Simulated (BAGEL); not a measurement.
# B3LYP/6-31G(d) (density fitting with cc-pvqz-jkfit, spherical functions) run of AlPNH4OF (SMILES [NH2][Al]([F])[PH]O)

Aim: the energy change on altering one bond length of AlPNH4OF at B3LYP/6-31G* (density fitting with cc-pvqz-jkfit, spherical functions), from 2 runs. 

The results are computed with BAGEL 1.2.2.

3 further runs of the same task are left out: 3 set aside as unsound or not needed.

## 1. The molecule

The species is AlPNH4OF (9 atoms), meant as a singlet with charge 0. As SMILES, `[NH2][Al]([F])[PH]O`. The shape is that of a PBE0-D4/def2-TZVP optimisation. This is one conformer, not always the lowest.

Bond lengths: N1–Al2 1.755 Å, Al2–F3 1.652 Å, Al2–P4 2.334 Å, P4–O5 1.677 Å, N1–H6 1.007 Å, N1–H7 1.006 Å, P4–H8 1.430 Å, O5–H9 0.960 Å. Angles: N1–Al2–F3 119.8°, N1–Al2–P4 121.0°, F3–Al2–P4 119.0°, Al2–P4–O5 96.2°, Al2–N1–H6 122.5°, Al2–N1–H7 126.3°, Al2–P4–H8 92.8°, O5–P4–H8 100.3°, P4–O5–H9 109.0°, H6–N1–H7 111.1°.

## 2. The energy at B3LYP/6-31G(d) (density fitting with cc-pvqz-jkfit, spherical functions)

The input, calc.json:

```json
{ "bagel" : [

{
  "title" : "molecule",
  "basis" : "6-31gs.json",
  "df_basis" : "cc-pvqz-jkfit",
  "angstrom" : true,
  "geometry" : [
    { "atom" : "N", "xyz" : [    1.489200,    1.004600,   -0.185800 ] },
    { "atom" : "Al", "xyz" : [    0.882400,   -0.572900,    0.285200 ] },
    { "atom" : "F", "xyz" : [    1.905300,   -1.677400,    0.966000 ] },
    { "atom" : "P", "xyz" : [   -1.322700,   -1.196100,   -0.158400 ] },
    { "atom" : "O", "xyz" : [   -1.889900,    0.351100,   -0.471500 ] },
    { "atom" : "H", "xyz" : [    0.893900,    1.722700,   -0.565900 ] },
    { "atom" : "H", "xyz" : [    2.431700,    1.338900,   -0.072400 ] },
    { "atom" : "H", "xyz" : [   -1.643200,   -1.310200,    1.230300 ] },
    { "atom" : "H", "xyz" : [   -2.658100,    0.293000,   -1.044600 ] }
  ]
},
{ "title" : "ks", "xc_func" : "b3lyp" },
{ "title" : "print", "file" : "orbitals.molden", "orbitals" : true }

]}
```

The basis set 6-31G* is read from a file made from the Basis Set Exchange's data (not shown).

Run with:

```console
BAGEL_NUM_THREADS=1 BAGEL calc.json > calc.out
```

Log:

```text
* using 1 threads per process

  ===============================================================
  ===============================================================

  *** Geometry ***

  { "atom" : "N", "xyz" : [      2.814180,      1.898419,     -0.351111 ] },
  { "atom" : "Al", "xyz" : [      1.667494,     -1.082624,      0.538950 ] },
  { "atom" : "F", "xyz" : [      3.600495,     -3.169827,      1.825475 ] },
  { "atom" : "P", "xyz" : [     -2.499541,     -2.260301,     -0.299333 ] },
  { "atom" : "O", "xyz" : [     -3.571393,      0.663483,     -0.891006 ] },
  { "atom" : "H", "xyz" : [      1.689226,      3.255431,     -1.069396 ] },
  { "atom" : "H", "xyz" : [      4.595247,      2.530154,     -0.136816 ] },
  { "atom" : "H", "xyz" : [     -3.105198,     -2.475919,      2.324930 ] },
  { "atom" : "H", "xyz" : [     -5.023081,      0.553690,     -1.974008 ] },

  Number of auxiliary basis functions:      818

  Since a DF basis is specified, we compute 2- and 3-index integrals:
    o Being stored without compression. Storage requirement is 0.048 GB

  Number of basis functions:       86
  Number of electrons      :       56

    * METHOD: MOLECULE                             0.58

  *** Kohn-Sham DFT ***

    * Removing 16378 points whose weight is below 1.00e-10
    * Grid points: 117776

  === Nuclear Repulsion ===
   276.1512580034

       - DIIS with orbital gradients will be used.

  === KS iteration (b3lyp / 6-31gs.json) ===
      0       -782.38211521          0.11806290           0.44
      1       -683.79346573          0.19259795           0.43
      2       -751.30361618          0.14622563           0.42
      3       -760.14572983          0.18401548           0.43
      4       -812.58051588          0.04861815           0.43
      5       -800.16391175          0.11309482           0.46
      6       -815.77872215          0.02392611           0.44
      7       -816.05301469          0.00773475           0.45
      8       -816.09224086          0.00506232           0.43
      9       -816.10815200          0.00281496           0.44
     10       -816.11259802          0.00043664           0.43
     11       -816.11269508          0.00008594           0.43
     12       -816.11269926          0.00001907           0.44
     13       -816.11269947          0.00000401           0.44
     14       -816.11269948          0.00000125           0.44
     15       -816.11269948          0.00000070           0.45
     16       -816.11269948          0.00000044           0.44
     17       -816.11269948          0.00000013           0.44
     18       -816.11269948          0.00000003           0.45
     19       -816.11269948          0.00000003           0.44
     20       -816.11269948          0.00000000           0.44
    * SCF iteration converged.

    * Permanent dipole moment:
           (    0.341769,    -0.709232,     0.401831) a.u.

    * METHOD: KS                                   9.73

    * METHOD: PRINT                                0.01

  ===============================================================
```

Run time: 11 s. Hardware: 1 thread of Intel Xeon 6975P-C (Granite Rapids), shared host; peak memory 0.53 GiB.

## 3. The distorted shape, same level

The input, input.json:

```json
{ "bagel": [

{
  "title": "molecule",
  "basis": "6-31gs.json",
  "df_basis": "cc-pvqz-jkfit",
  "angstrom": true,
  "geometry": [
    { "atom": "N", "xyz": [       1.585351,       1.038830,      -0.602416 ] },
    { "atom": "Al", "xyz": [       0.978551,      -0.538670,      -0.131416 ] },
    { "atom": "F", "xyz": [       2.001451,      -1.643170,       0.549384 ] },
    { "atom": "P", "xyz": [      -1.226549,      -1.161870,      -0.575016 ] },
    { "atom": "O", "xyz": [      -1.793749,       0.385330,      -0.888116 ] },
    { "atom": "H", "xyz": [       0.990051,       1.756930,      -0.982516 ] },
    { "atom": "H", "xyz": [       2.527851,       1.373130,      -0.489016 ] },
    { "atom": "H", "xyz": [      -1.643200,      -1.310200,       1.230300 ] },
    { "atom": "H", "xyz": [      -2.561949,       0.327230,      -1.461216 ] }
  ]
},

{ "title": "ks", "xc_func": "b3lyp" },

{ "title": "print", "file": "orbitals.molden", "orbitals": true }

]}
```

The basis set 6-31G* is read from a file made from the Basis Set Exchange's data (not shown).

Run with:

```console
BAGEL_NUM_THREADS=1 BAGEL input.json > input.out
```

Log:

```text
* using 1 threads per process

  ===============================================================
  ===============================================================

  *** Geometry ***

  { "atom" : "N", "xyz" : [      2.995879,      1.963104,     -1.138401 ] },
  { "atom" : "Al", "xyz" : [      1.849193,     -1.017939,     -0.248340 ] },
  { "atom" : "F", "xyz" : [      3.782194,     -3.105141,      1.038185 ] },
  { "atom" : "P", "xyz" : [     -2.317842,     -2.195616,     -1.086623 ] },
  { "atom" : "O", "xyz" : [     -3.389694,      0.728168,     -1.678296 ] },
  { "atom" : "H", "xyz" : [      1.870925,      3.320117,     -1.856686 ] },
  { "atom" : "H", "xyz" : [      4.776946,      2.594840,     -0.924106 ] },
  { "atom" : "H", "xyz" : [     -3.105198,     -2.475919,      2.324930 ] },
  { "atom" : "H", "xyz" : [     -4.841382,      0.618375,     -2.761298 ] },

  Number of auxiliary basis functions:      818

  Since a DF basis is specified, we compute 2- and 3-index integrals:
    o Being stored without compression. Storage requirement is 0.048 GB

  Number of basis functions:       86
  Number of electrons      :       56

    * METHOD: MOLECULE                             0.58

  *** Kohn-Sham DFT ***

    * Removing 16107 points whose weight is below 1.00e-10
    * Grid points: 118047

  === Nuclear Repulsion ===
   274.3181897778

       - DIIS with orbital gradients will be used.

  === KS iteration (b3lyp / 6-31gs.json) ===
      0       -782.16086018          0.11710963           0.46
      1       -684.37100873          0.19263100           0.44
      2       -749.98073430          0.14751738           0.43
      3       -762.29459966          0.15190743           0.47
      4       -793.95853375          0.09452479           0.42
      5       -797.31597548          0.12706711           0.42
      6       -814.98141282          0.04016596           0.42
      7       -815.52573174          0.03171365           0.42
      8       -815.95346848          0.01233407           0.43
      9       -816.02270205          0.01019259           0.43
     10       -816.07513393          0.00270080           0.42
     11       -816.07985762          0.00076671           0.42
     12       -816.08023511          0.00034727           0.42
     13       -816.08033043          0.00004932           0.42
     14       -816.08033178          0.00003077           0.44
     15       -816.08033204          0.00001874           0.42
     16       -816.08033224          0.00000636           0.42
     17       -816.08033226          0.00000210           0.42
     18       -816.08033226          0.00000064           0.42
     19       -816.08033226          0.00000040           0.42
     20       -816.08033226          0.00000009           0.42
     21       -816.08033226          0.00000007           0.42
     22       -816.08033226          0.00000002           0.43
     23       -816.08033226          0.00000001           0.43
     24       -816.08033226          0.00000000           0.42
    * SCF iteration converged.

    * Permanent dipole moment:
           (    0.238136,    -0.779273,     0.719880) a.u.

    * METHOD: KS                                  11.21

    * METHOD: PRINT                                0.01

  ===============================================================
```

It took 12 s on 1 thread of Intel Xeon 6975P-C (Granite Rapids), shared host; peak memory 0.53 GiB.

## 4. Outcome

Level: B3LYP/6-31G* (density fitting with cc-pvqz-jkfit, spherical functions).

| quantity | value |
| --- | --- |
| first shape: total energy | -816.11270 Eh |
| first shape: dipole moment | 2.25 D |
| first shape: HOMO energy | -6.45 eV |
| first shape: LUMO energy | -0.59 eV |
| first shape: HOMO–LUMO gap | 5.86 eV |
| distorted shape: total energy | -816.08033 Eh |
| distorted shape: dipole moment | 2.76 D |
| distorted shape: HOMO energy | -6.63 eV |
| distorted shape: LUMO energy | -1.01 eV |
| distorted shape: HOMO–LUMO gap | 5.62 eV |
| energy change with the P4–H8 bond stretched from 1.430 to 1.859 Å | 0.881 eV |

In words: With the P4–H8 bond stretched from 1.430 to 1.859 Å the energy rises by 0.88 eV (85.0 kJ/mol). The first shape isn't relaxed at this level, so the change isn't measured from a minimum.
